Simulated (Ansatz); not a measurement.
Run this with the Python package of Ansatz (0.2.0) and show what comes out.

`k.py`
```python
"""Stiffness tensor and moduli of K."""

from dataclasses import replace
import warnings

import ansatz as az
from ase import Atoms
import numpy as np


def main() -> None:
    warnings.simplefilter("ignore", az.DeckWarning)

    atoms = Atoms(
        ["K"],
        scaled_positions=[
            [0.0, 0.0, 0.0],
        ],
        cell=[
            [4.310439, 0.0, 0.0],
            [0.0, 4.310439, 0.0],
            [0.0, 0.0, 4.310439],
        ],
        pbc=True,
    )
    cell = az.Crystal.from_ase(atoms)

    setup = (
        cell.calculation()
        .functional(az.Functional.PBESOL)
        .occupations("fermi_dirac")
        .scf(max_iterations=200)
        .accuracy("low")
        .basis(260, density_ratio=6)
        .kpoints(10, 10, 10)
    )
    # first bring the cell to zero stress
    rest = setup.relax(cell=True).run(threads=1).lattice
    relaxed = az.Crystal(lattice=az.Lattice.of(rest.cell_ang))
    for site in rest.sites:
        relaxed = relaxed.atom(site.symbol, site.position_frac)
    setup = replace(setup, crystal=relaxed)
    print("relaxed volume {:.3f} A^3".format(abs(np.linalg.det(rest.cell_ang))))
    res = setup.elastic(az.ElasticMode.CLAMPED_ION).run(threads=1)
    elastic = res.elastic

    print("C_ij (GPa), Voigt order xx yy zz yz xz xy")
    for row in elastic.c_gpa:
        print(" ".join(f"{value:8.1f}" for value in row))
    print("smallest eigenvalue of C:", round(elastic.stability.min_eigenvalue_gpa, 1), "GPa; tensor positive definite:", elastic.stability.min_eigenvalue_gpa > 0)
    # averaged moduli need a positive definite tensor
    if elastic.stability.min_eigenvalue_gpa > 0:
        m = elastic.moduli
        print(f"K = {m.k_hill_gpa:.1f}, G = {m.g_hill_gpa:.1f}, E = {m.youngs_gpa:.1f} GPa, Poisson ratio {m.poisson:.3f}, K/G = {m.k_hill_gpa / m.g_hill_gpa:.2f}")
        S = np.linalg.inv(elastic.c_gpa)
        print("Young modulus along x, y, z (GPa):", np.round(1 / np.diag(S)[:3], 1))
        print("linear compressibility along x, y, z (1/TPa):", np.round(1000 * S[:3, :3].sum(axis=1), 2))


if __name__ == "__main__":
    main()
```

`python k.py` gives:
```text
relaxed volume 77.547 A^3
C_ij (GPa), Voigt order xx yy zz yz xz xy
     9.0     -0.2     -0.2      0.0      0.0      0.0
    -0.2      9.0     -0.2     -0.0     -0.0     -0.0
    -0.2     -0.2      9.0     -0.0     -0.0     -0.0
    -0.0     -0.0     -0.0     -1.3     -0.0      0.0
     0.0      0.0      0.0      0.0     -1.3      0.0
     0.0     -0.0      0.0      0.0      0.0     -1.3
smallest eigenvalue of C: -1.3 GPa; tensor positive definite: False
```

Caveats:
- The settings weren't tested for convergence.
- The cutoff lies under the one recommended for these potentials.
- Under the recommended cutoff a pressure can be off by several GPa, even in sign.
- This isn't the structure that K takes at ambient conditions.
- Shear constants of a metal converge slowly with the k-point mesh and can be wrong in sign on a coarse one; the constants belong to the cell that was strained.
- The script silences the warnings on its input, which a real study should read.
- Finished in 49 s on 1 thread of Arm Neoverse N1, on a shared host, peak memory 0.44 GiB.

(A comment or docstring line of the script was reworded after the run, the code is as it ran.)
